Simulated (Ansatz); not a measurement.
**C2H2BFSe: basis-set convergence**

One table from this session's results is given with a row withheld; the runs are named, their logs left out.

Program: Ansatz 0.2.0, Gaussian basis. Level of theory: one geometry, several basis sets. These are calculated values, not measurements.

The runs, in order: PBE0-D4/def2-SVP; ωB97M-V/def2-SVP; PBE0-D4/def2-QZVPP; ωB97M-V/def2-QZVPP; the functionals' def2-TZVPP values are taken from earlier runs.

## The geometry

All runs share one geometry, relaxed beforehand with PBE0-D4 in a triple-zeta def2 set.

SMILES `C#C[Se]BF`, 7 atoms, charge 0, spin multiplicity 1.

Atoms are counted from 1 here; the program's logs count them from 0.

Bond lengths: C1–C2 1.202 Å, C1–H6 1.065 Å, C2–Se3 1.826 Å, Se3–B4 1.942 Å, B4–F5 1.312 Å, B4–H7 1.194 Å. Angles: C2–C1–H6 179.4°, C1–C2–Se3 177.0°, C2–Se3–B4 100.0°, Se3–B4–F5 122.2°, Se3–B4–H7 116.6°, F5–B4–H7 121.1°.

Set-up of the first run:

Contents of in.yaml:

```yaml
crystal:
  periodic: [false, false, false]
  atoms:
    - {symbol: C, position_ang: [-0.914479, 1.577907, 1.164222]}
    - {symbol: C, position_ang: [-0.228084, 0.603800, 1.004904]}
    - {symbol: Se, position_ang: [0.833411, -0.874410, 0.855523]}
    - {symbol: B, position_ang: [0.673988, -1.211640, -1.049990]}
    - {symbol: F, position_ang: [-0.054442, -0.455070, -1.835808]}
    - {symbol: H, position_ang: [-1.524620, 2.440714, 1.295024]}
    - {symbol: H, position_ang: [1.275526, -2.149399, -1.479575]}
basis:
  gaussian: {orbitals: def2-SVP}
hamiltonian: {xc: pbe0, dispersion: d4}
output: {orbitals: {seedname: orbitals}}
```

Started as:

```console
$ ansatz run in.yaml --threads 2 --pin off --events-out ev --progress --plain --max-ram 4352MiB
```

Among the steps run: PBE0-D4 in def2-SVP; ωB97M-V in def2-SVP; PBE0-D4 in def2-QZVPP; ωB97M-V in def2-QZVPP.

One of the session's tables, all rows but one given; the rest of the session is left out.

| functional | basis | HOMO (eV) |
| --- | --- | --- |
| PBE0-D4 | def2-SVP | -7.20 |
| PBE0-D4 | def2-TZVPP | -7.28 |
| PBE0-D4 | def2-QZVPP | -7.29 |
| ωB97M-V | def2-SVP | -9.23 |
| ωB97M-V | def2-TZVPP | ? |
| ωB97M-V | def2-QZVPP | -9.34 |

Q: Estimate the row for ωB97M-V, def2-TZVPP from the others.

The run gave: HOMO (eV): -9.33. In the column «HOMO (eV)» it lies between ωB97M-V, def2-QZVPP (-9.34) and ωB97M-V, def2-SVP (-9.23).
